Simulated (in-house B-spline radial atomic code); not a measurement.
# Rh²⁺: excited configurations

Aim: the energies of several excited configurations of Rh²⁺ above a reference configuration, each from its own self-consistent run.

Program: in-house B-spline radial atomic code version 1. Level of theory: Dirac-Hartree-Fock, average of configuration, Fermi nucleus, basis-set limit. These are calculated values, not measurements, unless marked.

### 1 The atom as given

* element: rhodium (Z = 45)
* charge: +2
* electrons: 43
* configuration: [Kr] 4d7
* Hamiltonian: Dirac-Coulomb
* nucleus: Fermi, rms radius 4.495 fm

Outer shells as boxes (Hund's rule):

[Kr] 4d7
```
[Kr] core
4d [↑↓][↑↓][↑ ][↑ ][↑ ]
```

The boxes draw the filling by Hund's rule, which heavy ions in jj coupling don't follow; these runs average over all states of the configuration.

Input settings:

```ini
Z = 45
electrons = 43.0
configuration = [Kr] 4d7
hamiltonian = dirac
method = hf
spin_polarised = False
nucleus = fermi
rms_radius = 4.4945
mass_number = 103
atomic_mass = 102.905494081
speed_of_light = 137.035999084
```

The reference is known from an earlier run: -4781.782849 hartree in all. Up to eight levels, counted from the top:

```csv
orbital,occupation,energy (eV),<r> (bohr)
3p3/2,4,-544.33,0.3917
3d3/2,4,-357.96,0.3674
3d5/2,6,-352.93,0.3708
4s1/2,2,-122.31,0.9853
4p1/2,2,-87.495,1.062
4p3/2,4,-83.350,1.090
4d3/2,2.8,-32.466,1.423
4d5/2,4.2,-32.003,1.439
```

### 2 [Kr] 4d6 8d1

Input settings:

```ini
Z = 45
electrons = 43.0
configuration = [Kr] 4d6 8d1
hamiltonian = dirac
method = hf
spin_polarised = False
nucleus = fermi
rms_radius = 4.4945
mass_number = 103
atomic_mass = 102.905494081
speed_of_light = 137.035999084
```

### 3 [Ar] 3d10 4s2 4p5 4d7 8d1

Settings: those of step 2 with these lines changed.

```diff
@@ -2,3 +2,3 @@
 electrons = 43.0
-configuration = [Kr] 4d6 8d1
+configuration = [Ar] 3d10 4s2 4p5 4d7 8d1
 hamiltonian = dirac
```

### 4 Configuration [Kr] 4d6 6s1

Settings: those of step 3 with these lines changed.

```diff
@@ -2,3 +2,3 @@
 electrons = 43.0
-configuration = [Ar] 3d10 4s2 4p5 4d7 8d1
+configuration = [Kr] 4d6 6s1
 hamiltonian = dirac
```

### 5 [Ar] 3d10 4s2 4p5 4d7 6g1

Settings: those of step 4 with these lines changed.

```diff
@@ -2,3 +2,3 @@
 electrons = 43.0
-configuration = [Kr] 4d6 6s1
+configuration = [Ar] 3d10 4s2 4p5 4d7 6g1
 hamiltonian = dirac
```

### 6 Run with [Ar] 3d9 4s2 4p6 4d7 8f1

Settings: those of step 5 with these lines changed.

```diff
@@ -2,3 +2,3 @@
 electrons = 43.0
-configuration = [Ar] 3d10 4s2 4p5 4d7 6g1
+configuration = [Ar] 3d9 4s2 4p6 4d7 8f1
 hamiltonian = dirac
```

### 7 Configuration [Kr] 4d6 8s1

Settings: those of step 6 with these lines changed.

```diff
@@ -2,3 +2,3 @@
 electrons = 43.0
-configuration = [Ar] 3d9 4s2 4p6 4d7 8f1
+configuration = [Kr] 4d6 8s1
 hamiltonian = dirac
```

### 8 Configuration [Ar] 3d10 4s2 4p5 4d7 7g1

Settings: those of step 7 with these lines changed.

```diff
@@ -2,3 +2,3 @@
 electrons = 43.0
-configuration = [Kr] 4d6 8s1
+configuration = [Ar] 3d10 4s2 4p5 4d7 7g1
 hamiltonian = dirac
```

### 9 [Ar] 3d9 4s2 4p6 4d7 6f1

Settings: those of step 8 with these lines changed.

```diff
@@ -2,3 +2,3 @@
 electrons = 43.0
-configuration = [Ar] 3d10 4s2 4p5 4d7 7g1
+configuration = [Ar] 3d9 4s2 4p6 4d7 6f1
 hamiltonian = dirac
```

**Question.** How far above the reference does each configuration lie (order and size, in eV)?

**Answer**, as computed:

| net move | configuration | energy above the reference (eV) | with Breit, QED, recoil (eV) | largest <r> (bohr) |
| --- | --- | --- | --- | --- |
| 4d → 6s | [Kr] 4d6 6s1 | 19.554 | 19.571 | 5.60 |
| 4d → 8s | [Kr] 4d6 8s1 | 26.392 | 26.404 | 14.3 |
| 4d → 8d | [Kr] 4d6 8d1 | 27.683 | 27.694 | 19.5 |
| 4p → 6g | [Ar] 3d10 4s2 4p5 4d7 6g1 | 78.695 | 78.616 | 14.6 |
| 4p → 8d | [Ar] 3d10 4s2 4p5 4d7 8d1 | 79.083 | 79.004 | 19.4 |
| 4p → 7g | [Ar] 3d10 4s2 4p5 4d7 7g1 | 79.597 | 79.519 | 21.1 |
| 3d → 6f | [Ar] 3d9 4s2 4p6 4d7 6f1 | 337.94 | 337.85 | 15.3 |
| 3d → 8f | [Ar] 3d9 4s2 4p6 4d7 8f1 | 339.48 | 339.39 | 29.0 |

Quantum defects of the promoted electron, δ = n − ζ/√(−2ε) with ζ = 3 and ε its orbital energy in hartree:

| promotion | δ |
| --- | --- |
| 4d → 6s | 2.685 |
| 4d → 8s | 2.662 |
| 4d → 8d | 1.618 |
| 4p → 6g | 0.002 |
| 4p → 8d | 1.628 |
| 4p → 7g | 0.002 |
| 3d → 6f | 0.090 |
| 3d → 8f | 0.105 |

**Reading.** At the bottom stands 4d → 6s (19.554 eV), at the top 3d → 8f (339.48 eV). Koopmans' estimate of the ionisation threshold is 32.003 eV; 5 configurations exceed it by over 2 % and could autoionise. Of those tabulated, the defect is largest for 6s (2.68) and least for 6g (0.00): low angular momentum penetrates the core, high angular momentum stays outside it. Two partly filled shells share a symmetry and can mix in the average, which may lower the energy, for: 4d → 8d; 4p → 8d; 3d → 6f; 3d → 8f. These are averages over configurations, without correlation, not spectroscopic levels.
